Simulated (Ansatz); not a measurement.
# C₂H₃ClNSi radical: one species, many methods

One table from this session's results is given with a row withheld; the runs are named, their logs left out.

Method: functionals in def2-TZVPP, the program's frozen cores in correlated methods; program: Ansatz 0.2.0, Gaussian basis.

Levels to be run: LDA (SPW92), PBE-D4, revPBE-D4, BLYP-D4, r2SCAN-D4, B97M-V, PBE0-D4, B3LYP-D4, r2SCANh-D4, r2SCAN0-D4, HSE06-D4, BHLYP-D4, CAM-B3LYP-D4, LC-ωPBE, ωB97X-V, ωB97M-V, B2PLYP, PBE-QIDH; CCSD(T)/def2-SVP; CCSD(T)/def2-TZVPP; MP2/def2-QZVPP; extrapolation to the limit; RPA on PBE.

**The geometry**

An earlier PBE0-D4 in a triple-zeta def2 set relaxation fixed the geometry.

SMILES `C[Si](Cl)C#N`, 8 atoms, charge 0, spin multiplicity 2.

Atoms are counted from 1 here; the program's logs count them from 0.

Bond lengths: C1–Si2 1.857 Å, C1–H6 1.093 Å, C1–H7 1.091 Å, C1–H8 1.092 Å, Si2–Cl3 2.045 Å, Si2–C4 1.842 Å, C4–N5 1.154 Å. Angles: Si2–C1–H6 109.8°, Si2–C1–H7 110.5°, Si2–C1–H8 109.7°, H6–C1–H7 109.0°, H6–C1–H8 108.9°, H7–C1–H8 109.0°, C1–Si2–Cl3 112.0°, C1–Si2–C4 109.8°, Cl3–Si2–C4 107.5°, Si2–C4–N5 174.6°.

Set-up of the first run:

Input file in.yaml:

```yaml
crystal:
  periodic: [false, false, false]
  atoms:
    - {symbol: C, position_ang: [-0.710879, -0.544763, 0.782566]}
    - {symbol: Si, position_ang: [0.598764, 0.648165, 0.225387]}
    - {symbol: Cl, position_ang: [2.483162, -0.092793, 0.512828]}
    - {symbol: C, position_ang: [0.405716, 0.989336, -1.574442]}
    - {symbol: N, position_ang: [0.241656, 1.298352, -2.674345]}
    - {symbol: H, position_ang: [-0.600566, -1.491503, 0.246789]}
    - {symbol: H, position_ang: [-0.626044, -0.731784, 1.854021]}
    - {symbol: H, position_ang: [-1.699710, -0.132011, 0.571397]}
basis:
  gaussian: {orbitals: def2-TZVPP}
magnetization: {spin_polarized: true, initial_magnetization: 1}
hamiltonian: {xc: lda}
output: {orbitals: {seedname: orbitals}}
```

Steps of the session up to this table: LDA; PBE-D4 (GGA); revPBE-D4 (GGA); BLYP-D4 (GGA); r2SCAN-D4 (meta-GGA); B97M-V (meta-GGA); PBE0-D4 (hybrid); B3LYP-D4 (hybrid); r2SCANh-D4 (hybrid); r2SCAN0-D4 (hybrid); HSE06-D4 (hybrid); BHLYP-D4 (hybrid); CAM-B3LYP-D4 (range-separated); LC-ωPBE-D4 (range-separated; the results give it without D4); ωB97X-V (range-separated); ωB97M-V (range-separated); B2PLYP (double hybrid); PBE-QIDH (double hybrid).

One table of the session follows, with a row left open; its other results are not shown here.

It belongs to the step «Orbital energies across the functionals». 

| functional | HOMO (eV) | LUMO (eV) | gap (eV) |
| --- | --- | --- | --- |
| LDA (SPW92) | -5.69 | -4.56 | 1.13 |
| PBE-D4 | ? | ? | ? |
| revPBE-D4 | -5.67 | -3.96 | 1.71 |
| BLYP-D4 | -5.49 | -4.13 | 1.35 |
| r2SCAN-D4 | -6.06 | -3.70 | 2.36 |
| B97M-V | -5.73 | -4.19 | 1.54 |
| PBE0-D4 | -6.86 | -3.23 | 3.63 |
| B3LYP-D4 | -6.58 | -3.62 | 2.97 |
| r2SCANh-D4 | -6.49 | -3.41 | 3.08 |
| r2SCAN0-D4 | -7.13 | -2.97 | 4.16 |
| HSE06-D4 | -6.47 | -3.61 | 2.85 |
| BHLYP-D4 | -7.87 | -2.44 | 5.43 |
| CAM-B3LYP-D4 | -8.08 | -2.35 | 5.73 |
| LC-ωPBE | -9.51 | -0.94 | 8.57 |
| ωB97X-V | -8.98 | -1.48 | 7.50 |
| ωB97M-V | -8.60 | -1.59 | 7.00 |

Q: Estimate the row for PBE-D4 from the others.

The run gave: HOMO (eV): -5.69; LUMO (eV): -4.12; gap (eV): 1.58.
